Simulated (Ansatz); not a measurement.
# Sr2AgH5: the cost of one run

Method: DFT PBE, scalar-relativistic, plane waves, PAW, in Ansatz 0.2.0.

2 further runs of the same task are left out: 1 that didn't finish, 1 set aside as unsound or not needed.

## (1) Starting point

The structure is cubic, space group F-43m (No. 216). The conventional cell has a = 8.126 Å, b = 8.126 Å, c = 8.126 Å, α = 90.00°, β = 90.00°, γ = 90.00°. Sr (site symmetry -43m) is surrounded by 12 H at 3.34 Å and 4 Sr at 3.52 Å and 4 Ag at 3.52 Å. Sr (site symmetry -43m) is surrounded by 16 H at 3.41 to 3.52 Å and 4 Sr at 3.52 Å. Ag (site symmetry -43m) has 4 H at 1.54 Å as nearest neighbours. Around H (site symmetry 3m) lie 1 Ag at 1.54 Å. Around H (site symmetry -43m) lie 4 H at 1.98 Å.

As a file:

```
Sr Ag H
1.0
     0.00000    4.06275    4.06275
     4.06275    0.00000    4.06275
     4.06275    4.06275    0.00000
Sr Ag H
2 1 5
Direct
  0.75000 0.75000 0.75000
  0.00000 0.00000 0.00000
  0.50000 0.50000 0.50000
  0.39055 0.39055 0.39055
  0.39055 0.39055 0.82835
  0.39055 0.82835 0.39055
  0.82835 0.39055 0.39055
  0.25000 0.25000 0.25000
```

A structure generator made this guess: random cell by space group and Wyckoff sites (F-43m, No. 216). The dimensions are guesses.

## (2) A first look at the guess

The input, input.yaml:

```yaml
crystal:
  lattice:
    - [0.0, 4.0627526, 4.0627526]
    - [4.0627526, 0.0, 4.0627526]
    - [4.0627526, 4.0627526, 0.0]
  atoms:
    - { symbol: Sr, position: [0.75, 0.75, 0.75] }
    - { symbol: Sr, position: [0.0, 0.0, 0.0] }
    - { symbol: Ag, position: [0.5, 0.5, 0.5] }
    - { symbol: H, position: [0.39055127, 0.39055127, 0.39055127] }
    - { symbol: H, position: [0.39055127, 0.39055127, 0.8283462] }
    - { symbol: H, position: [0.39055127, 0.8283462, 0.39055127] }
    - { symbol: H, position: [0.8283462, 0.39055127, 0.39055127] }
    - { symbol: H, position: [0.25, 0.25, 0.25] }
basis:
  ecutwfc: 420
kpoints:
  mp_grid: { grid: [4, 4, 4] }
hamiltonian:
  xc: pbe
scf:
  occupations: { method: gaussian, width: 0.1 }
  lower_state_search: "off"
output:
  forces: true
  stress: true
  eigenvalues: true
```

On the command line:

```
$ ansatz run input.yaml --threads 1 --pin off --max-ram 2048MiB --backend cpu --events-out ev --progress --plain --runs-dir out
```

Q: Estimate wall time and peak memory on 1 thread of Arm Neoverse V1, shared host.

About 3 s, with a peak of 0.33 GiB.
